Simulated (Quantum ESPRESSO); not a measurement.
Here is a Quantum ESPRESSO 7.5 calculation.

pw.in

```
&CONTROL
  calculation = 'scf'
  prefix = 'pwscf'
  outdir = './tmp'
  pseudo_dir = './pseudo'
  tprnfor = .true.
  tstress = .true.
  disk_io = 'low'
/
&SYSTEM
  ibrav = 0
  A = 4.56379444
  nat = 4
  ntyp = 2
  ecutwfc = 84
  nbnd = 36
  occupations = 'smearing'
  smearing = 'fd'
  degauss = 0.00367493
/
&ELECTRONS
  conv_thr = 8d-10
  electron_maxstep = 120
  mixing_beta = 0.5
/
ATOMIC_SPECIES
Ti    47.8670 Ti.upf
Ge    72.6300 Ge.upf
CELL_PARAMETERS alat
   0.0000000000    0.7071067820    0.7071067820
   0.7071067820    0.0000000000    0.7071067820
   0.7071067820    0.7071067820    0.0000000000
ATOMIC_POSITIONS alat
Ti     0.3535533910    0.3535533910    0.3535533910
Ti     0.0000000000    0.0000000000    0.0000000000
Ge     1.0606601729    1.0606601729    1.0606601729
Ge     0.7071067820    0.7071067820    0.7071067820
K_POINTS automatic
6 6 6 0 0 0
```

nscf.in

```
&CONTROL
  calculation = 'nscf'
  prefix = 'pwscf'
  outdir = './tmp'
  pseudo_dir = './pseudo'
  disk_io = 'low'
/
&SYSTEM
  ibrav = 0
  A = 4.56379444
  nat = 4
  ntyp = 2
  ecutwfc = 84
  nbnd = 57
  occupations = 'smearing'
  smearing = 'fd'
  degauss = 0.00367493
  nosym = .true.
  noinv = .true.
/
&ELECTRONS
  conv_thr = 1d-09
  electron_maxstep = 120
  mixing_beta = 0.5
  diago_full_acc = .true.
  startingwfc = 'random'
/
ATOMIC_SPECIES
Ti    47.8670 Ti.upf
Ge    72.6300 Ge.upf
CELL_PARAMETERS alat
   0.0000000000    0.7071067820    0.7071067820
   0.7071067820    0.0000000000    0.7071067820
   0.7071067820    0.7071067820    0.0000000000
ATOMIC_POSITIONS alat
Ti     0.3535533910    0.3535533910    0.3535533910
Ti     0.0000000000    0.0000000000    0.0000000000
Ge     1.0606601729    1.0606601729    1.0606601729
Ge     0.7071067820    0.7071067820    0.7071067820
K_POINTS crystal
64
  0.00000000   0.00000000   0.00000000 1.56250000e-02
  0.00000000   0.00000000   0.25000000 1.56250000e-02
  0.00000000   0.00000000   0.50000000 1.56250000e-02
  0.00000000   0.00000000   0.75000000 1.56250000e-02
  0.00000000   0.25000000   0.00000000 1.56250000e-02
  0.00000000   0.25000000   0.25000000 1.56250000e-02
  0.00000000   0.25000000   0.50000000 1.56250000e-02
  0.00000000   0.25000000   0.75000000 1.56250000e-02
  0.00000000   0.50000000   0.00000000 1.56250000e-02
  0.00000000   0.50000000   0.25000000 1.56250000e-02
  0.00000000   0.50000000   0.50000000 1.56250000e-02
  0.00000000   0.50000000   0.75000000 1.56250000e-02
  0.00000000   0.75000000   0.00000000 1.56250000e-02
  0.00000000   0.75000000   0.25000000 1.56250000e-02
  0.00000000   0.75000000   0.50000000 1.56250000e-02
  0.00000000   0.75000000   0.75000000 1.56250000e-02
  0.25000000   0.00000000   0.00000000 1.56250000e-02
  0.25000000   0.00000000   0.25000000 1.56250000e-02
  0.25000000   0.00000000   0.50000000 1.56250000e-02
  0.25000000   0.00000000   0.75000000 1.56250000e-02
  0.25000000   0.25000000   0.00000000 1.56250000e-02
  0.25000000   0.25000000   0.25000000 1.56250000e-02
  0.25000000   0.25000000   0.50000000 1.56250000e-02
  0.25000000   0.25000000   0.75000000 1.56250000e-02
  0.25000000   0.50000000   0.00000000 1.56250000e-02
  0.25000000   0.50000000   0.25000000 1.56250000e-02
  0.25000000   0.50000000   0.50000000 1.56250000e-02
  0.25000000   0.50000000   0.75000000 1.56250000e-02
  0.25000000   0.75000000   0.00000000 1.56250000e-02
  0.25000000   0.75000000   0.25000000 1.56250000e-02
  0.25000000   0.75000000   0.50000000 1.56250000e-02
  0.25000000   0.75000000   0.75000000 1.56250000e-02
  0.50000000   0.00000000   0.00000000 1.56250000e-02
  0.50000000   0.00000000   0.25000000 1.56250000e-02
  0.50000000   0.00000000   0.50000000 1.56250000e-02
  0.50000000   0.00000000   0.75000000 1.56250000e-02
  0.50000000   0.25000000   0.00000000 1.56250000e-02
  0.50000000   0.25000000   0.25000000 1.56250000e-02
  0.50000000   0.25000000   0.50000000 1.56250000e-02
  0.50000000   0.25000000   0.75000000 1.56250000e-02
  0.50000000   0.50000000   0.00000000 1.56250000e-02
  0.50000000   0.50000000   0.25000000 1.56250000e-02
  0.50000000   0.50000000   0.50000000 1.56250000e-02
  0.50000000   0.50000000   0.75000000 1.56250000e-02
  0.50000000   0.75000000   0.00000000 1.56250000e-02
  0.50000000   0.75000000   0.25000000 1.56250000e-02
  0.50000000   0.75000000   0.50000000 1.56250000e-02
  0.50000000   0.75000000   0.75000000 1.56250000e-02
  0.75000000   0.00000000   0.00000000 1.56250000e-02
  0.75000000   0.00000000   0.25000000 1.56250000e-02
  0.75000000   0.00000000   0.50000000 1.56250000e-02
  0.75000000   0.00000000   0.75000000 1.56250000e-02
  0.75000000   0.25000000   0.00000000 1.56250000e-02
  0.75000000   0.25000000   0.25000000 1.56250000e-02
  0.75000000   0.25000000   0.50000000 1.56250000e-02
  0.75000000   0.25000000   0.75000000 1.56250000e-02
  0.75000000   0.50000000   0.00000000 1.56250000e-02
  0.75000000   0.50000000   0.25000000 1.56250000e-02
  0.75000000   0.50000000   0.50000000 1.56250000e-02
  0.75000000   0.50000000   0.75000000 1.56250000e-02
  0.75000000   0.75000000   0.00000000 1.56250000e-02
  0.75000000   0.75000000   0.25000000 1.56250000e-02
  0.75000000   0.75000000   0.50000000 1.56250000e-02
  0.75000000   0.75000000   0.75000000 1.56250000e-02
```

File pw2wan.in:

```
&INPUTPP
  prefix = 'pwscf'
  outdir = './tmp'
  seedname = 'w'
  write_mmn = .true.
  write_amn = .true.
/
```

bands.in

```
&CONTROL
  calculation = 'bands'
  prefix = 'pwscf'
  outdir = './tmp'
  pseudo_dir = './pseudo'
  disk_io = 'low'
/
&SYSTEM
  ibrav = 0
  A = 4.56379444
  nat = 4
  ntyp = 2
  ecutwfc = 84
  nbnd = 57
  occupations = 'smearing'
  smearing = 'fd'
  degauss = 0.00367493
/
&ELECTRONS
  conv_thr = 1d-08
  electron_maxstep = 120
  mixing_beta = 0.5
  diago_full_acc = .true.
  startingwfc = 'random'
/
ATOMIC_SPECIES
Ti    47.8670 Ti.upf
Ge    72.6300 Ge.upf
CELL_PARAMETERS alat
   0.0000000000    0.7071067820    0.7071067820
   0.7071067820    0.0000000000    0.7071067820
   0.7071067820    0.7071067820    0.0000000000
ATOMIC_POSITIONS alat
Ti     0.3535533910    0.3535533910    0.3535533910
Ti     0.0000000000    0.0000000000    0.0000000000
Ge     1.0606601729    1.0606601729    1.0606601729
Ge     0.7071067820    0.7071067820    0.7071067820
K_POINTS crystal
61
  0.00000000   0.00000000   0.00000000 1
  0.05555600   0.00000000   0.05555600 1
  0.11111100   0.00000000   0.11111100 1
  0.16666700   0.00000000   0.16666700 1
  0.22222200   0.00000000   0.22222200 1
  0.27777800   0.00000000   0.27777800 1
  0.33333300   0.00000000   0.33333300 1
  0.38888900   0.00000000   0.38888900 1
  0.44444400   0.00000000   0.44444400 1
  0.50000000   0.00000000   0.50000000 1
  0.50000000   0.05000000   0.55000000 1
  0.50000000   0.10000000   0.60000000 1
  0.50000000   0.15000000   0.65000000 1
  0.50000000   0.20000000   0.70000000 1
  0.50000000   0.25000000   0.75000000 1
  0.45833300   0.29166700   0.75000000 1
  0.41666700   0.33333300   0.75000000 1
  0.37500000   0.37500000   0.75000000 1
  0.33750000   0.33750000   0.67500000 1
  0.30000000   0.30000000   0.60000000 1
  0.26250000   0.26250000   0.52500000 1
  0.22500000   0.22500000   0.45000000 1
  0.18750000   0.18750000   0.37500000 1
  0.15000000   0.15000000   0.30000000 1
  0.11250000   0.11250000   0.22500000 1
  0.07500000   0.07500000   0.15000000 1
  0.03750000   0.03750000   0.07500000 1
  0.00000000   0.00000000   0.00000000 1
  0.06250000   0.06250000   0.06250000 1
  0.12500000   0.12500000   0.12500000 1
  0.18750000   0.18750000   0.18750000 1
  0.25000000   0.25000000   0.25000000 1
  0.31250000   0.31250000   0.31250000 1
  0.37500000   0.37500000   0.37500000 1
  0.43750000   0.43750000   0.43750000 1
  0.50000000   0.50000000   0.50000000 1
  0.52083300   0.45833300   0.52083300 1
  0.54166700   0.41666700   0.54166700 1
  0.56250000   0.37500000   0.56250000 1
  0.58333300   0.33333300   0.58333300 1
  0.60416700   0.29166700   0.60416700 1
  0.62500000   0.25000000   0.62500000 1
  0.58333300   0.25000000   0.66666700 1
  0.54166700   0.25000000   0.70833300 1
  0.50000000   0.25000000   0.75000000 1
  0.50000000   0.29166700   0.70833300 1
  0.50000000   0.33333300   0.66666700 1
  0.50000000   0.37500000   0.62500000 1
  0.50000000   0.41666700   0.58333300 1
  0.50000000   0.45833300   0.54166700 1
  0.50000000   0.50000000   0.50000000 1
  0.47916700   0.47916700   0.54166700 1
  0.45833300   0.45833300   0.58333300 1
  0.43750000   0.43750000   0.62500000 1
  0.41666700   0.41666700   0.66666700 1
  0.39583300   0.39583300   0.70833300 1
  0.37500000   0.37500000   0.75000000 1
  0.62500000   0.25000000   0.62500000 1
  0.58333300   0.16666700   0.58333300 1
  0.54166700   0.08333300   0.54166700 1
  0.50000000   0.00000000   0.50000000 1
```

File w.win:

```
num_wann = 26
num_bands = 39
guiding_centres = true
dis_froz_max = 14.8
dis_num_iter = 600
dis_mix_ratio = 0.5
dis_conv_tol = 1.0d-9
num_iter = 0
search_shells = 100
kmesh_tol = 1.0d-4
conv_tol = 1.0d-8
conv_window = 4
num_print_cycles = 200
fermi_energy = 13.8028
bands_plot = true
write_hr = true
mp_grid = 4 4 4
exclude_bands = 1-18
begin projections
Ti: s;p;d
Ge: s;p
end projections
begin unit_cell_cart
ang
  0.0000000000   3.2270900000   3.2270900000
  3.2270900000   0.0000000000   3.2270900000
  3.2270900000   3.2270900000   0.0000000000
end unit_cell_cart
begin atoms_frac
Ti   0.2500000000   0.2500000000   0.2500000000
Ti   0.0000000000   0.0000000000   0.0000000000
Ge   0.7500000000   0.7500000000   0.7500000000
Ge   0.5000000000   0.5000000000   0.5000000000
end atoms_frac
begin kpoint_path
G   0.0000000000   0.0000000000   0.0000000000  X   0.5000000000   0.0000000000   0.5000000000
X   0.5000000000   0.0000000000   0.5000000000  W   0.5000000000   0.2500000000   0.7500000000
W   0.5000000000   0.2500000000   0.7500000000  K   0.3750000000   0.3750000000   0.7500000000
K   0.3750000000   0.3750000000   0.7500000000  G   0.0000000000   0.0000000000   0.0000000000
G   0.0000000000   0.0000000000   0.0000000000  L   0.5000000000   0.5000000000   0.5000000000
L   0.5000000000   0.5000000000   0.5000000000  U   0.6250000000   0.2500000000   0.6250000000
U   0.6250000000   0.2500000000   0.6250000000  W   0.5000000000   0.2500000000   0.7500000000
W   0.5000000000   0.2500000000   0.7500000000  L   0.5000000000   0.5000000000   0.5000000000
L   0.5000000000   0.5000000000   0.5000000000  K   0.3750000000   0.3750000000   0.7500000000
U   0.6250000000   0.2500000000   0.6250000000  X   0.5000000000   0.0000000000   0.5000000000
end kpoint_path
bands_num_points = 9
begin kpoints
  0.00000000   0.00000000   0.00000000
  0.00000000   0.00000000   0.25000000
  0.00000000   0.00000000   0.50000000
  0.00000000   0.00000000   0.75000000
  0.00000000   0.25000000   0.00000000
  0.00000000   0.25000000   0.25000000
  0.00000000   0.25000000   0.50000000
  0.00000000   0.25000000   0.75000000
  0.00000000   0.50000000   0.00000000
  0.00000000   0.50000000   0.25000000
  0.00000000   0.50000000   0.50000000
  0.00000000   0.50000000   0.75000000
  0.00000000   0.75000000   0.00000000
  0.00000000   0.75000000   0.25000000
  0.00000000   0.75000000   0.50000000
  0.00000000   0.75000000   0.75000000
  0.25000000   0.00000000   0.00000000
  0.25000000   0.00000000   0.25000000
  0.25000000   0.00000000   0.50000000
  0.25000000   0.00000000   0.75000000
  0.25000000   0.25000000   0.00000000
  0.25000000   0.25000000   0.25000000
  0.25000000   0.25000000   0.50000000
  0.25000000   0.25000000   0.75000000
  0.25000000   0.50000000   0.00000000
  0.25000000   0.50000000   0.25000000
  0.25000000   0.50000000   0.50000000
  0.25000000   0.50000000   0.75000000
  0.25000000   0.75000000   0.00000000
  0.25000000   0.75000000   0.25000000
  0.25000000   0.75000000   0.50000000
  0.25000000   0.75000000   0.75000000
  0.50000000   0.00000000   0.00000000
  0.50000000   0.00000000   0.25000000
  0.50000000   0.00000000   0.50000000
  0.50000000   0.00000000   0.75000000
  0.50000000   0.25000000   0.00000000
  0.50000000   0.25000000   0.25000000
  0.50000000   0.25000000   0.50000000
  0.50000000   0.25000000   0.75000000
  0.50000000   0.50000000   0.00000000
  0.50000000   0.50000000   0.25000000
  0.50000000   0.50000000   0.50000000
  0.50000000   0.50000000   0.75000000
  0.50000000   0.75000000   0.00000000
  0.50000000   0.75000000   0.25000000
  0.50000000   0.75000000   0.50000000
  0.50000000   0.75000000   0.75000000
  0.75000000   0.00000000   0.00000000
  0.75000000   0.00000000   0.25000000
  0.75000000   0.00000000   0.50000000
  0.75000000   0.00000000   0.75000000
  0.75000000   0.25000000   0.00000000
  0.75000000   0.25000000   0.25000000
  0.75000000   0.25000000   0.50000000
  0.75000000   0.25000000   0.75000000
  0.75000000   0.50000000   0.00000000
  0.75000000   0.50000000   0.25000000
  0.75000000   0.50000000   0.50000000
  0.75000000   0.50000000   0.75000000
  0.75000000   0.75000000   0.00000000
  0.75000000   0.75000000   0.25000000
  0.75000000   0.75000000   0.50000000
  0.75000000   0.75000000   0.75000000
end kpoints
```

Potentials or basis: PseudoDojo 0.4.1 SR PBEsol standard.

Command:

```sh
$ OMP_NUM_THREADS=1 pw.x -in pw.in > pw.out
$ OMP_NUM_THREADS=1 pw.x -in nscf.in > nscf.out
$ wannier90.x -pp w
$ OMP_NUM_THREADS=1 pw2wannier90.x -in pw2wan.in > pw2wan.out
$ wannier90.x w
$ OMP_NUM_THREADS=1 pw.x -in bands.in > bands.out
```

Q: Predict the total Wannier spread.

A: 51.96 Å² over 26 functions.

Q: Predict the RMS miss of the Wannier bands.

A: 0.022 eV.

Q: Predict the pressure.

A: -4.3 GPa.

Q: Estimate the band gap on the k mesh.

A: None (metal or under the smearing width).

Levels at the corners of the path, in eV from the Fermi level:
```csv
point,band 23,band 24,band 25,band 26,band 27,band 28,band 29,band 30
Γ,-2.37,-1.38,-1.38,-1.38,-0.87,-0.87,2.27,2.27
X,-2.38,-2.38,0.08,0.08,0.92,0.92,1.57,1.57
W,-0.92,-0.92,0.09,0.09,0.33,0.33,1.50,1.50
K,-1.84,-0.68,0.08,0.17,0.20,0.30,1.52,1.56
Γ,-2.37,-1.38,-1.38,-1.38,-0.87,-0.87,2.27,2.27
L,-2.52,-0.64,-0.64,-0.23,0.59,0.59,1.93,1.93
U,-1.84,-0.68,0.08,0.17,0.20,0.30,1.52,1.56
W,-0.92,-0.92,0.09,0.09,0.33,0.33,1.50,1.50
L,-2.52,-0.64,-0.64,-0.23,0.59,0.59,1.93,1.93
K,-1.84,-0.68,0.08,0.17,0.20,0.30,1.52,1.56
U,-1.84,-0.68,0.08,0.17,0.20,0.30,1.52,1.56
X,-2.38,-2.38,0.08,0.08,0.92,0.92,1.57,1.57
```
